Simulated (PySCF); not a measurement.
**[Gd(SH)3]−: other functionals and bases at one geometry**

Aim: see how levels, charges and forces of [Gd(SH)3]− depend on the level of theory. The species was built from a template and needn't be a known compound.

Computed with PySCF 2.14.0. Level: several levels, as the steps say, no spin–orbit coupling.

1 further run of the same task is left out (for a known fault of the program).

### 1 Where the work starts

7 atoms, charge -1, spin multiplicity 1.

Bond lengths: Gd1–S2 2.838 Å, Gd1–S4 2.838 Å, Gd1–S6 2.838 Å, S2–H3 1.354 Å, S4–H5 1.354 Å, S6–H7 1.354 Å. Angles: S2–Gd1–S4 120.0°, S2–Gd1–S6 120.0°, S4–Gd1–S6 120.0°, Gd1–S2–H3 93.4°, Gd1–S4–H5 93.4°, Gd1–S6–H7 93.4°.

As a file:

```
Gd    0.0000    0.0000    0.6182
S     2.7907   -0.5158    0.6240
H     3.1160    0.7982    0.5952
S    -0.9486    2.6747    0.6240
H    -2.2492    2.2995    0.5952
S    -1.8421   -2.1589    0.6240
H    -0.8668   -3.0976    0.5952
```

Formal oxidation states: Gd +2. Each metal's 8 4f electrons lie in its core potential, so multiplicities, spins and levels count the valence alone. For divalent La, Ce, Gd or Lu the extra electron is normally 5d or 6s, so this core forces an excited configuration. An earlier session relaxed this geometry at PBE0, Gd lcecp-0-SVP with ECP54, S def2-SVP, H def2-SVP (singlet, point group C3).

At PBE0 on the finer grid: E = -1225.694311 Eh, frontier levels not given, since the 4f levels lie in the core, Mulliken charge on Gd1 +0.41 e, largest force component 0.007 eV/Å. 

Levels to run: TPSS; M06-L; PBE0, TZVP. Hardware: 2 threads of Arm Neoverse N1, shared host.

### 2 TPSS

Contents of run.py (the lines that set the calculation):

```python
mol = gto.M(atom='''
Gd     0.00000     0.00000     0.61816
S      2.79070    -0.51582     0.62405
H      3.11601     0.79817     0.59516
S     -0.94864     2.67473     0.62405
H     -2.24924     2.29946     0.59516
S     -1.84207    -2.15891     0.62405
H     -0.86677    -3.09763     0.59516''',
    basis={'Gd': 'lcecp-0-SVP', 'S': 'def2-SVP', 'H': 'def2-SVP'},
    ecp={'Gd': 'lcecp-0-SVP'},
    charge=-1, spin=0)
mf = dft.RKS(mol, xc='TPSS')
mf.grids.atom_grid = (75, 302)  # f atoms: unpruned, at least (60, 302)
mf = mf.density_fit()  # fitting sets: Gd AutoAux, S def2-universal-JKFIT, H def2-universal-JKFIT
mf.conv_tol = 1e-08; mf.max_cycle = 55
mf.kernel(dm0)  # dm0: the density of the relaxed state
```

Run with:

```sh
> OMP_NUM_THREADS=2 python run.py
```

### 3 M06-L

Edit run.py (the lines that set the calculation) of step 2 so:

```diff
@@ -11,3 +11,3 @@
     charge=-1, spin=0)
-mf = dft.RKS(mol, xc='TPSS')
+mf = dft.RKS(mol, xc='M06L')
 mf.grids.atom_grid = (75, 302)  # f atoms: unpruned, at least (60, 302)
```

### 4 PBE0, TZVP

Basis: Gd lcecp-0-TZVP with ECP54, S def2-TZVP, H def2-TZVP. 

Contents of run.py (the lines that set the calculation):

```python
mol = gto.M(atom='''
Gd     0.00000     0.00000     0.61816
S      2.79070    -0.51582     0.62405
H      3.11601     0.79817     0.59516
S     -0.94864     2.67473     0.62405
H     -2.24924     2.29946     0.59516
S     -1.84207    -2.15891     0.62405
H     -0.86677    -3.09763     0.59516''',
    basis={'Gd': 'lcecp-0-TZVP', 'S': 'def2-TZVP', 'H': 'def2-TZVP'},
    ecp={'Gd': 'lcecp-0-TZVP'},
    charge=-1, spin=0)
mf = dft.RKS(mol, xc='PBE0')
mf.grids.atom_grid = (75, 302)  # f atoms: unpruned, at least (60, 302)
mf = mf.density_fit()  # fitting sets: Gd AutoAux, S def2-universal-JKFIT, H def2-universal-JKFIT
mf.conv_tol = 1e-08; mf.max_cycle = 55
mf.kernel(dm0)  # dm0: free metal ions and neutral atoms
```

Before running it: what results should come out? Wanted: for each run, charge on Gd1; dipole; largest force.

As calculated:

| level | state | charge on Gd1 (e) | dipole (D) | largest force (eV/Å) | basis functions | time |
| --- | --- | --- | --- | --- | --- | --- |
| PBE0 (relaxed here) | singlet | 0.41 | 0.08 | 0.01 | 100 | 21 s |
| TPSS | singlet | 0.37 | 0.08 | 0.18 | 100 | 11 s |
| M06-L | singlet | 0.60 | 0.09 | 0.21 | 100 | 11 s |
| PBE0, TZVP | singlet | 0.97 | 0.08 | 0.22 | 176 | 21 s |

Times are on 2 threads of Arm Neoverse N1, shared host; the first row also made further properties. The dipole of a charged species depends on the origin, so these sizes hold for this origin alone.

The largest leftover force, 0.22 eV/Å with PBE0, TZVP, stands at a geometry relaxed at another level. The Mulliken charge on Gd spans +0.37 to +0.97 e over the levels. With 4f in the core, its levels are missing from HOMO and gap. Total energies of different levels can't be compared. Spin–orbit coupling is left out throughout.
